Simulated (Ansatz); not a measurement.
# C₃H₇GeN: one species, many methods

One table from this session's results is given with a row withheld; the runs are named, their logs left out.

The runs use Ansatz 0.2.0, Gaussian basis; functionals in def2-TZVPP, the program's frozen cores in correlated methods.

The runs, in order: PBE-D4, r2SCAN-D4, PBE0-D4, B3LYP-D4, ωB97X-V, ωB97M-V, B2PLYP; CCSD(T)/def2-TZVPP; MP2/def2-QZVPP; extrapolation to the limit.

**The geometry**

All runs share one geometry, relaxed beforehand with PBE0-D4 in a triple-zeta def2 set.

SMILES `N=C1C[CH]1[GeH3]`, 12 atoms, charge 0, spin multiplicity 1.

Atoms are counted from 1 here; the program's logs count them from 0.

Bond lengths: N1–C2 1.253 Å, N1–H6 1.022 Å, C2–C3 1.451 Å, C2–C4 1.461 Å, C3–C4 1.554 Å, C3–H7 1.085 Å, C3–H8 1.086 Å, C4–Ge5 1.946 Å, C4–H9 1.087 Å, Ge5–H10 1.537 Å, Ge5–H11 1.538 Å, Ge5–H12 1.537 Å. Angles: C2–N1–H6 110.5°, N1–C2–C3 144.5°, N1–C2–C4 151.0°, C3–C2–C4 64.5°, C2–C3–C4 58.0°, C2–C3–H7 118.4°, C2–C3–H8 119.0°, C4–C3–H7 117.5°, C4–C3–H8 117.9°, H7–C3–H8 114.5°, C2–C4–C3 57.4°, C2–C4–Ge5 120.6°, C2–C4–H9 116.6°, C3–C4–Ge5 119.5°, C3–C4–H9 115.8°, Ge5–C4–H9 115.0°, C4–Ge5–H10 110.4°, C4–Ge5–H11 109.9° and more.

The first run:

Contents of in.yaml:

```yaml
crystal:
  periodic: [false, false, false]
  atoms:
    - {symbol: N, position_ang: [-1.888396, 0.955719, 1.112617]}
    - {symbol: C, position_ang: [-0.784379, 0.393676, 0.921792]}
    - {symbol: C, position_ang: [0.062267, -0.714504, 1.322820]}
    - {symbol: C, position_ang: [0.507702, 0.312759, 0.245228]}
    - {symbol: Ge, position_ang: [0.616940, -0.240685, -1.617007]}
    - {symbol: H, position_ang: [-1.978894, 1.779072, 0.514411]}
    - {symbol: H, position_ang: [0.549937, -0.668174, 2.291181]}
    - {symbol: H, position_ang: [-0.191979, -1.717471, 0.993460]}
    - {symbol: H, position_ang: [1.265597, 1.027155, 0.557783]}
    - {symbol: H, position_ang: [0.375848, 0.959906, -2.546698]}
    - {symbol: H, position_ang: [2.005540, -0.835033, -1.905888]}
    - {symbol: H, position_ang: [-0.463285, -1.307620, -1.855599]}
basis:
  gaussian: {orbitals: def2-TZVPP}
hamiltonian: {xc: pbe, dispersion: d4}
output: {forces: true, orbitals: {seedname: orbitals}}
```

Command:

```console
ansatz run in.yaml --threads 4 --pin off --events-out ev --progress --plain --max-ram 10444MiB
```

Among the steps run: PBE-D4 (GGA); r2SCAN-D4 (meta-GGA); PBE0-D4 (hybrid); B3LYP-D4 (hybrid); ωB97X-V (range-separated); ωB97M-V (range-separated); B2PLYP (double hybrid); CCSD(T) in def2-TZVPP; MP2 in def2-QZVPP.

One table of the session follows, with a row left open; its other results are not shown here.

```
            method  atomisation energy (kJ/mol)
            PBE-D4                       4525.4
         r2SCAN-D4                       4416.2
           PBE0-D4                       4437.1
          B3LYP-D4                       4404.9
           ωB97X-V                       4426.6
           ωB97M-V                            ?
            B2PLYP                       4356.2
     HF/def2-TZVPP                       3098.2
    MP2/def2-TZVPP                       4351.3
   CCSD/def2-TZVPP                       4216.9
CCSD(T)/def2-TZVPP                       4292.8
           MP2/CBS                       4455.9
       CCSD(T)/CBS                       4397.4
```

Q: Estimate the row for ωB97M-V from the others.

The run gave: atomisation energy (kJ/mol): 4408.1. In the column «atomisation energy (kJ/mol)» it lies between B3LYP-D4 (4404.9) and r2SCAN-D4 (4416.2).

Caveats from the session: Free atoms (1 N, 3 C, 1 Ge, 7 H) were run apart at each level; the atomisation energy is their sum less the molecule, without zero-point or spin-orbit terms.
